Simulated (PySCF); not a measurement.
**A diatomic session: GaCl**

An exercise on one series of results from a longer session: the logs are not shown, and one member is left open.

Method: Ga pcseg-1, Cl pcseg-1, no relativity; program: PySCF 2.14.0.

Set-up of the first run:

A driver script around PySCF takes these settings:

```yaml
atoms: Ga, Cl
charge: 0
basis: Ga pcseg-1, Cl pcseg-1
Hamiltonian: no relativity
basis_functions: 45
electrons_treated: 48
masses_in_u: 68.9256, 34.9689
levels: PBE0, PBE, r²SCAN, BLYP, M06-L, TPSS, CAM-B3LYP, HF, MP2, SCS-MP2, CCSD, CCSD(T)
grid: 80 radial by 434 angular points
occupations: held fixed by the projection of orbital angular momentum
dissociation_limit: Ga + Cl, each in its ground configuration
starting_distance_in_angstrom: 2.175
values_of_2S_to_try: 0, 2
```

Started as:

```console
> OMP_NUM_THREADS=1 python dia.py task.json out
```

Among the steps run: The job; PBE0 along the bond; Higher solutions at PBE0; PBE; r²SCAN (meta-GGA); BLYP; M06-L (meta-GGA); TPSS; CAM-B3LYP (range-separated hybrid); RHF (mean field); Correlated methods on the Hartree–Fock reference.

One of the session's tables, all rows but one given; the rest of the session is left out.

It belongs to the step «Constants by level of theory». Differences from CCSD(T) in the same basis:

```
      level  Re (mÅ)  ωe (%)
        RHF       +6    -2.4
    RHF-MP2       -8    +1.5
RHF-SCS-MP2        0     0.0
   RHF-CCSD       -1     0.0
        PBE      +17    -3.5
       BLYP      +42    -7.0
       TPSS      +14    -2.9
     r²SCAN      -10    +1.0
      M06-L      +11    -3.6
       PBE0        ?       ?
  CAM-B3LYP       -5     0.0
```

Estimate the missing values for PBE0.

The run gave: Re (mÅ): -3; ωe (%): -0.4. In the column «Re (mÅ)» it lies between CAM-B3LYP (-5) and RHF-CCSD (-1).
